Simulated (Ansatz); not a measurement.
The system is RuS.

```
Ru S
1.0
     0.00000    2.54676    2.54676
     2.54676    0.00000    2.54676
     2.54676    2.54676    0.00000
Ru S
1 1
Cartesian
  2.5468 2.5468 2.5468
  0.0000 0.0000 0.0000
```

The cell comes from a database or a generator and needn't be the stable form of this composition.

Base run:

| Property | Result |
| --- | --- |
| Program | Ansatz 0.2.0 |
| Functional | LDA |
| Potentials or basis | Ansatz PAW |
| Cutoff | 420 eV (not typed: the program's choice for these potentials) |
| k mesh | 6 × 6 × 6 |
| Occupations | gaussian, width 0.05 eV |
| Spin | collinear spin, ferromagnetic start |
| Starting moments | [4.0, 0.0] μB |
| Fixed moment | 4 μB |
| Hubbard terms | Ru d U = 4 eV |

Its results: pressure 14.9 GPa; net moment 4.00 μB per cell.

Q: The run is repeated on the same cell with these changes: fixed moment from 4 μB to none; moments at the start from [4.0, 0.0] to [1.0, 0.0]. What comes out?

A: Pressure -16.9 GPa; net moment 0.00 μB per cell.

Caveats: the magnetic or orbital state may not be the lowest; the PAW data sets come from PBE, with cores solved anew for the run's functional, which leaves a small shift of forces and pressure; the total moment is fixed, so each spin has its own Fermi level (some runs); the thresholds are loose for stress (some runs); the starting moments weren't kept (some runs).
